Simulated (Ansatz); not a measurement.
Ge2Sb2Te5: band structure with RPBE

The system is Ge2Sb2Te5.

```
CELL_PARAMETERS angstrom
4.29406 0.00000 0.00000
-2.14703 3.71877 0.00000
0.00000 0.00000 17.10135
ATOMIC_POSITIONS crystal
Te 0.66667 0.33333 0.41989
Te 0.33333 0.66667 0.58011
Te 0.33333 0.66667 0.20154
Te 0.66667 0.33333 0.79846
Te 0.00000 0.00000 0.00000
Sb 0.00000 0.00000 0.32007
Sb 0.00000 0.00000 0.67993
Ge 0.66667 0.33333 0.10290
Ge 0.33333 0.66667 0.89711
```

The cell comes from a database or a generator and needn't be the stable form of this composition.

- Program: Ansatz 0.2.0
- Task: band structure
- Functional: RPBE
- Potentials or basis: Ansatz PAW
- Cutoff: 420 eV (not typed: the program's choice for these potentials)
- k mesh: 7 × 7 × 2
- Occupations: fermi-dirac, width 0.05 eV
- Spin: no spin polarisation
- Path: [["G", "M", "K", "G", "A", "L", "H", "A"], ["L", "M"], ["K", "H"]]
- Points for each segment of the path: 10

* Pressure: 1.7 GPa
* Largest force: 0.094 eV/Å
* Band gap on the k mesh: 0.27 eV, direct
* Band gap along the path: 0.26 eV, indirect (least direct gap 0.27 eV)

Forces on the atoms (eV/Å):
```
Te   0.000  0.000 -0.045
Te   0.000  0.000  0.045
Te   0.000  0.000 -0.038
Te   0.000  0.000  0.038
Te   0.000  0.000  0.000
Sb   0.000  0.000 -0.074
Sb   0.000  0.000  0.074
Ge   0.000  0.000 -0.094
Ge   0.000  0.000  0.094
```

Stress tensor (GPa, compression positive):
```
1.66 0.00 0.00
0.00 1.66 0.00
0.00 0.00 1.74
```

Levels at the corners of the path, in eV from the valence-band top:
```tsv
point	band 67	band 68	band 69	band 70	band 71	band 72
Γ	-1.13	-0.82	0.00	0.27	0.27	0.35
M	-1.55	-1.31	-0.81	0.47	0.97	1.02
K	-0.79	-0.79	-0.68	0.71	0.71	0.95
Γ	-1.13	-0.82	0.00	0.27	0.27	0.35
A	-1.37	-0.68	-0.13	0.49	0.49	0.56
L	-1.82	-1.32	-0.55	0.36	0.56	1.56
H	-1.35	-1.35	-1.28	1.54	1.54	1.72
A	-1.37	-0.68	-0.13	0.49	0.49	0.56
L	-1.82	-1.32	-0.55	0.36	0.56	1.56
M	-1.55	-1.31	-0.81	0.47	0.97	1.02
K	-0.79	-0.79	-0.68	0.71	0.71	0.95
H	-1.35	-1.35	-1.28	1.54	1.54	1.72
```

Run time: 25 s on 4 threads of Arm Neoverse V2, with other jobs on the host, peak memory 1.6 GiB.

Caveat: spin-orbit coupling is left out, which moves the levels of the heavy elements; the PAW data sets come from PBE, with cores solved anew for the run's functional, which leaves a small shift of forces and pressure.
